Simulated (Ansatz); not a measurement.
**Cs: the order of phases at one pressure**

Aim: bring Cs in several structures (fcc, bcc, hcp, simple hexagonal, sc, dhcp) to one pressure and rank them by enthalpy. The pressure is set by scaling the first phase. Methods of the runs shown: LAPW. Companion runs by PAW are cited.

Program: Ansatz 0.2.0. Level of theory: DFT, PBEsol, all-electron LAPW, scalar-relativistic. These are calculated values, not measurements.

## 1. The structure to begin with

Symmetry: Fm-3m, No. 225, cubic system. The conventional cell has a = 6.117 Å, b = 6.117 Å, c = 6.117 Å, α = 90.00°, β = 90.00°, γ = 90.00°. Cs (site symmetry m-3m) has 12 Cs at 4.33 Å in its first shell of neighbours.

As a file:

```cif
data_structure
_symmetry_space_group_name_H-M 'P 1'
_symmetry_Int_Tables_number 1
_cell_length_a 4.3253
_cell_length_b 4.3253
_cell_length_c 4.3253
_cell_angle_alpha 60.000
_cell_angle_beta 60.000
_cell_angle_gamma 60.000
_cell_volume 57.22
loop_
_atom_site_label
_atom_site_type_symbol
_atom_site_fract_x
_atom_site_fract_y
_atom_site_fract_z
_atom_site_occupancy
Cs1 Cs 0.00000 0.00000 0.00000 1
```

## 2. Fcc relaxed under pressure, LAPW

The input, input.yaml:

```yaml
crystal:
  lattice:
    - [0.0, 3.0584292922, 3.0584292922]
    - [3.0584292922, 0.0, 3.0584292922]
    - [3.0584292922, 3.0584292922, 0.0]
  atoms:
    - { symbol: Cs, position: [0.0, 0.0, 0.0] }
kpoints:
  mp_grid: { grid: [11, 11, 11] }
scf:
  occupations: { method: fermi_dirac, width: 0.05 }
hamiltonian:
  xc: pbesol
  pseudopotentials: { kind: all_electron, lapw: { basis_error: 0.0005 } }
output:
  forces: true
  stress: true
  eigenvalues: true
relax:
  f_tol: 0.005
  max_steps: 12
  cell: { p_target: 2.9, stress_tol: 0.03 }
```

Launch:

```bash
$ ansatz run input.yaml --threads 1 --pin off --max-ram 3584MiB --backend cpu --events-out ev --progress --plain --runs-dir out
```

Further steps of the session: Bcc relaxed under pressure, LAPW; Hcp relaxed under pressure, LAPW; Simple hexagonal relaxed under pressure, LAPW; Sc relaxed under pressure, LAPW; Dhcp at the cell that PAW relaxed, LAPW.

**Question.** What will these runs give? Wanted: pressure; lowest (for each run or level that gives them).

As calculated:

| quantity | value |
| --- | --- |
| pressure | 2.9 GPa |
| lowest (LAPW) | dhcp, 2.9 meV/atom under fcc |
| lowest (PAW) | dhcp, 2.8 meV/atom under fcc |

By LAPW the order is dhcp < fcc < hcp < bcc < simple hexagonal < sc; the first two lie within 2.9 meV/atom, too close to call. By PAW the order is dhcp < fcc < hcp < bcc < simple hexagonal < sc; the first two lie within 2.9 meV/atom, too close to call. The methods agree on the lowest phase. Only these structures were tried, with electrons smeared by 0.05 eV and without vibrations, so the true ground state may be another. The k meshes differ between phases and weren't tested, which can move differences by some meV. Spin-orbit coupling is left out, though the cell holds Cs; in elements this heavy it can shift bands and gaps by tenths of an eV.
